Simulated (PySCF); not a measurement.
# The bond of CsC+, level by level

The task here is to estimate one member of a computed series from the others.

The runs use PySCF 2.14.0; Cs def2-SVPD with ECP46, C def2-SVPD, scalar-relativistic core potentials.

The first run:

The job is set up so:

| Property | Result |
| --- | --- |
| atoms | Cs, C |
| charge | 1 |
| basis | Cs def2-SVPD with ECP46, C def2-SVPD |
| Hamiltonian | scalar-relativistic core potentials |
| basis functions | 47 |
| electrons treated | 14 |
| masses in u | 132.9054, 12.0000 |
| levels | PBE0, PBE, r²SCAN, LDA, B2PLYP, BLYP, CAM-B3LYP, HF, MP2, SCS-MP2, CCSD, CCSD(T) |
| grid | 80 radial by 434 angular points |
| occupations | held fixed by the projection of orbital angular momentum |
| dissociation limit | Cs+ + C, each in its ground configuration |
| starting distance in angstrom | 3.015 |
| values of 2S to try | 0, 2 |

Steps of the session up to this table: The job; PBE0 along the bond; Other states along the same grid; PBE (GGA); r²SCAN; LDA; B2PLYP (double hybrid); BLYP (GGA); CAM-B3LYP (range-separated hybrid); UHF; MP2 and coupled cluster.

One of the session's tables, all rows but one given; the rest of the session is left out.

Energy (eV) from each level's lowest point:

```
R (Å)    UHF  UHF-MP2  UHF-SCS-MP2  UHF-CCSD  UHF-CCSD(T)
3.117  0.150    0.109        0.114       n/a          n/a
3.262  0.074    0.046        0.049     0.046        0.045
3.407  0.032    0.014        0.016     0.014        0.014
3.515  0.014    0.003        0.004     0.003        0.003
3.624  0.004    0.000        0.000     0.000        0.000
3.733  0.000    0.002        0.001     0.002        0.002
3.878  0.000    0.009        0.007     0.009        0.009
4.059      ?        ?            ?         ?            ?
4.276  0.014    0.037        0.033     0.037        0.039
4.566  0.028    0.057        0.052       n/a          n/a
```

**Question.** Estimate the row for R (Å) = 4.059.

Worked estimate for «UHF». A straight line through the neighbours (3.878, 0.000) and (4.276, 0.014) gives 0.000 + (0.014 − 0.000) × (4.059 − 3.878) / (4.276 − 3.878) = 0.006; a parabola fitted to 4 rows on both sides gives 0.005.

The run gave: UHF: 0.005; UHF-MP2: 0.021; UHF-SCS-MP2: 0.018; UHF-CCSD: 0.021; UHF-CCSD(T): 0.022. In «UHF» the line misses by +0.001 and the parabola by 0.000.

The other levels ran on the lowest alone.

Limits of these values: The bond is weak, and basis-set superposition, which was not computed, may be a sizeable part of it.
